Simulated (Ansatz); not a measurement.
# Mo: an axial (c/a) deformation path

An exercise on one series of results from a longer session: the logs are not shown, and one member is left open.

Computed with Ansatz 0.2.0 (DFT PBEsol, scalar-relativistic, plane waves, PAW, unless a step's input says otherwise).

### The starting structure

Symmetry: P6/mmm, No. 191, hexagonal system. Conventional cell: a = 2.736 Å, b = 2.736 Å, c = 2.555 Å, α = 90.00°, β = 90.00°, γ = 120.00°. Mo (site symmetry 6/mmm) is surrounded by 8 Mo at 2.56 to 2.74 Å.

As a file:

```
CELL_PARAMETERS angstrom
2.73551 0.00000 0.00000
-1.36776 2.36902 0.00000
0.00000 0.00000 2.55518
ATOMIC_POSITIONS crystal
Mo 0.00000 0.00000 0.50000
```

It goes back to an entry of the Materials Project, which need not be the stable form.

No relaxation comes first: the listed cell is the starting point.

### The reference cell

The reference gives a free energy of -4896.5544 eV, pressure -4.12 GPa, largest force 0.000 eV/Å and gap on the mesh none (metal). It was computed beforehand with the settings of the runs below.

Set-up of the first run:

At fixed volume and fractional coordinates, lengths along (0.000, 0.000, 1.000) are scaled against those across it; ρ is that ratio over its starting value.

Input file input.yaml:

```yaml
crystal:
  lattice:
    - [2.8877885796, 0.0, 0.0]
    - [-1.4438942898, 2.5008982707, 0.0]
    - [0.0, 0.0, 2.2928073694]
  atoms:
    - { symbol: Mo, position: [0.0, 0.0, 0.5] }
basis:
  ecutwfc: 420
kpoints:
  mp_grid: { grid: [24, 24, 20] }
hamiltonian:
  xc: pbesol
scf:
  occupations: { method: gaussian, width: 0.15 }
output:
  forces: true
  stress: true
  eigenvalues: true
  write_density: true
  write_potential: true
  elf: true
  volumetric_format: npy
```

Launch:

```
$ ansatz run input.yaml --threads 1 --pin off --max-ram 2560MiB --backend cpu --events-out ev --progress --plain --runs-dir out
```

Steps of the session up to this table: ρ = 0.850; At ρ = 1.200; At ρ = 0.920; ρ = 1.100; ρ = 0.960; Point ρ = 1.050; At ρ = 0.800; ρ = 1.300.

One table of the session follows, with a row left open; its other results are not shown here.

Collected from the runs (energy zero: the undisturbed cell):

| ρ | ΔE (meV/atom) | pressure (GPa) |
| --- | --- | --- |
| 0.800 | 445.0 | 12.9 |
| 0.850 | 167.4 | 3.4 |
| 0.920 | 14.9 | -3.1 |
| 0.960 | -9.4 | -4.2 |
| 1.000 | 0.0 | -4.1 |
| 1.050 | 53.1 | -2.5 |
| 1.100 | 138.4 | -0.1 |
| 1.200 | ? | ? |
| 1.300 | 601.6 | 16.4 |

Estimate the missing values for ρ = 1.200.

Worked estimate for «ΔE (meV/atom)». A straight line through the neighbours (1.100, 138.4) and (1.300, 601.6) gives 138.4 + (601.6 − 138.4) × (1.200 − 1.100) / (1.300 − 1.100) = 370.0; a parabola fitted to 3 rows on both sides gives 345.6.

The run gave: ΔE (meV/atom): 331.9; pressure (GPa): 6.5. In «ΔE (meV/atom)» the line misses by +38.1 and the parabola by +13.7.
